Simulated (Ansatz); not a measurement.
# KTaO3: the cost of one run

Method: plane waves, PAW, in Ansatz 0.2.0.

2 further runs of the same task are left out: 2 that didn't finish.

## Step 1: The starting structure

It takes space group Pm-3m (No. 221, cubic). Conventional cell: a = 3.990 Å, b = 3.990 Å, c = 3.990 Å, α = 90.00°, β = 90.00°, γ = 90.00°. K (site symmetry m-3m) is surrounded by 12 O at 2.82 Å. Ta (site symmetry m-3m) is surrounded by 6 O at 2.00 Å. O (site symmetry 4/mmm) has 2 Ta at 2.00 Å and 4 K at 2.82 Å as nearest neighbours.

As a file:

```cif
data_structure
_symmetry_space_group_name_H-M 'P 1'
_symmetry_Int_Tables_number 1
_cell_length_a 3.9901
_cell_length_b 3.9901
_cell_length_c 3.9901
_cell_angle_alpha 90.000
_cell_angle_beta 90.000
_cell_angle_gamma 90.000
_cell_volume 63.53
loop_
_atom_site_label
_atom_site_type_symbol
_atom_site_fract_x
_atom_site_fract_y
_atom_site_fract_z
_atom_site_occupancy
K1 K 0.50000 0.50000 0.50000 1
Ta1 Ta 0.00000 0.00000 0.00000 1
O1 O 0.50000 0.00000 0.00000 1
O2 O 0.00000 0.50000 0.00000 1
O3 O 0.00000 0.00000 0.50000 1
```

The cell was relaxed beforehand with r2SCAN; those runs aren't shown. No run includes spin-orbit coupling, which matters for Ta.

## Step 2: PBE, anion s p, 4×4×4

The input, input.yaml:

```yaml
crystal:
  lattice:
    - [3.990130971, 0.0, 0.0]
    - [0.0, 3.990130971, 0.0]
    - [0.0, 0.0, 3.990130971]
  atoms:
    - { symbol: K, position: [0.5, 0.5, 0.5] }
    - { symbol: Ta, position: [0.0, 0.0, 0.0] }
    - { symbol: O, position: [0.5, 0.0, 0.0] }
    - { symbol: O, position: [0.0, 0.5, 0.0] }
    - { symbol: O, position: [0.0, 0.0, 0.5] }
kpoints:
  mp_grid: { grid: [6, 6, 6] }
  band_path:
    path:
      - [[0.0, 0.0, 0.0], [8.035947992493e-52, 0.5, -7.044000108261e-69], [0.5, 0.5, -6.410505634954e-35], [0.0, 0.0, 0.0], [0.5, 0.5, 0.5], [8.035947992493e-52, 0.5, -7.044000108261e-69]]
      - [[0.5, 0.5, 0.5], [0.5, 0.5, -6.410505634954e-35]]
    npoints: 10
hamiltonian:
  xc: pbe
scf:
  occupations: { method: fixed }
  n_extra_bands: 6
output:
  forces: false
  stress: false
  eigenvalues: true
  wannier:
    kmesh: [4, 4, 4]
    projections: [{ species: O, l: s, shell: 2 }, { species: O, l: p, shell: 2 }]
    minimise: true
    write_hr: true
    conv_tol: 1.0e-08
    max_iter: 3000
```

The run is started by

```sh
ansatz run input.yaml --threads 4 --pin off --max-ram 5529MiB --backend cpu --events-out ev --progress --plain --runs-dir out
```

Q: Estimate wall time and peak memory on 4 threads of Intel Xeon Platinum 8488C (Sapphire Rapids), shared host.

About 2.3 s, with a peak of 0.4 GiB.
